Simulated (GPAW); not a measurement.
Bi2Te3 (Tellurobismuthite):

```
Bi Te
1.0
     2.19300    1.26613   10.16567
    -2.19300    1.26613   10.16567
     0.00000   -2.53226   10.16567
Bi Te
2 3
Cartesian
  0.0000 0.0000 18.2982
  0.0000 0.0000 12.1988
  0.0000 0.0000 24.1079
  0.0000 0.0000 6.3891
  0.0000 0.0000 0.0000
```

Base run:

| Item | Value |
| --- | --- |
| Program | GPAW 26.7.0 |
| Functional | LDA |
| Potentials or basis | the program's PAW data sets (release 1.2.1) made for this functional |
| Cutoff | 450 eV |
| Basis | pw |
| k mesh | 6 × 6 × 6 |
| Occupations | fermi-dirac, width 0.05 eV |
| Spin | no spin polarisation |

Its results: band gap on the k mesh 0.18 eV, direct.

Problem. The run is repeated on the same cell with these changes: functional from LDA to TB-mBJ; potentials or basis from the program's PAW data sets (release 1.2.1) made for this functional to GPAW PAW data sets for LDA (gpaw-data 1.2.1); cutoff from 450 eV to 600 eV. What comes out?

Solution. Band gap on the k mesh 0.57 eV, direct.

Caveats: spin-orbit coupling is left out, which as a rule narrows the gap of such compounds by several tenths of an eV; a model potential gives levels but no total energy (some runs).

A k mesh can miss the band edges.

Not every run made on this cell is shown here.
